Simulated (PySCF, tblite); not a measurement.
**C₅H₁₀ClNSi₂: geometry, infrared bands and NMR shifts**

What infrared bands and NMR shifts should C₅H₁₀ClNSi₂ (`CN[Si@H]1C=C[SiH2]C=C1Cl`) show?

Programs: tblite 0.8.0 and PySCF 2.14.0, with density-fitted response routines of our own. Each step states its level of theory. These are calculated values for one molecule in the gas phase, unless marked as measured. Atoms count from 0, in the outputs and in this text.

**1. Starting geometry**

19 atoms, charge 0, multiplicity 1; geometry from: force field or distance geometry start.

Bonds of the start (Å): C0–N1 1.46, N1–Si2 1.81, Si2–C3 1.82, C3–C4 1.32, C4–Si5 1.84, Si5–C6 1.85, C6–C7 1.33, C7–Cl8 1.76, C7–Si2 1.85, C0–H9 1.13, C0–H10 1.10, C0–H11 1.11, N1–H12 1.03, Si2–H13 1.47, C3–H14 1.11, C4–H15 1.10, Si5–H16 1.48, Si5–H17 1.48, C6–H18 1.08.

**2. Relaxing the molecule with GFN2-xTB**

What the job is given:

```
{"job": {"kind": "relax", "xc": "GFN2-xTB", "basis": "xTB"}, "charge": 0, "multiplicity": 1}
C     -2.583000    -0.626100    -0.478100
N     -1.521100     0.208500    -1.029100
Si    -0.575900     0.735500     0.426000
C      0.030000    -0.791700     1.216000
C      1.173100    -1.372600     0.898500
Si     2.251000    -0.672600    -0.416000
C      2.033600     1.160400    -0.377600
C      0.895900     1.749900    -0.033500
Cl     0.803100     3.506400    -0.035900
H     -3.067900    -0.006900     0.329200
H     -3.298400    -0.990800    -1.229200
H     -2.073500    -1.451500     0.070400
H     -1.923300     1.016700    -1.525600
H     -1.488200     1.490400     1.295300
H     -0.567700    -1.270400     2.020300
H      1.492300    -2.289100     1.415300
H      3.661300    -1.046500    -0.147300
H      1.860200    -1.111300    -1.770600
H      2.888600     1.770800    -0.635700
```

The run is started by

```
$ OMP_NUM_THREADS=1 python probes_run.py task.json out
```

This one command runs all jobs of the session in turn.

**Question.** This job is followed by: GFN2-xTB harmonic vibrations, gas phase; GIAO PBE0/pcSseg-1 NMR shielding, non-relativistic, gas phase. What will the session give for the following? strongest single infrared mode (GFN2-xTB); zero-point energy (GFN2-xTB); 13C shifts against TMS (PBE0/pcSseg-1); 1H shifts against TMS (PBE0/pcSseg-1, means over atoms taken as alike); 15N shifts against NH3 (PBE0/pcSseg-1); 29Si shifts against TMS (PBE0/pcSseg-1); 35Cl shifts against HCl (PBE0/pcSseg-1).

The runs gave:

```
                                                              quantity                                               value
                             strongest single infrared mode (GFN2-xTB)                               2176 cm⁻¹, 429 km/mol
                                          zero-point energy (GFN2-xTB)                                       83.1 kcal/mol
                                13C shifts against TMS (PBE0/pcSseg-1)                159.9, 154.8, 148.0, 140.9, 30.5 ppm
1H shifts against TMS (PBE0/pcSseg-1, means over atoms taken as alike)  7.65, 7.19, 6.92, 5.14, 4.76, 4.72, 2.87, 0.59 ppm
                                15N shifts against NH3 (PBE0/pcSseg-1)                                            18.2 ppm
                               29Si shifts against TMS (PBE0/pcSseg-1)                                    -51.9, -64.7 ppm
                               35Cl shifts against HCl (PBE0/pcSseg-1)                                             310 ppm
```

**Reading.** Over 178 steps the energy fell by 0.667 eV; of the close pairs, N1–Si2 changed most, 1.813 to 1.717 Å. All 51 modes are real, so the xTB geometry is a minimum. The strongest single mode, at 2176 cm⁻¹, moves mainly H16. Unscaled tight-binding wavenumbers are off by several per cent, some by more. Its intensities can rank the bands wrongly. At PBE0/pcSseg-1: The largest span, 578 ppm, is at Cl8, where the paramagnetic term is -507 ppm.
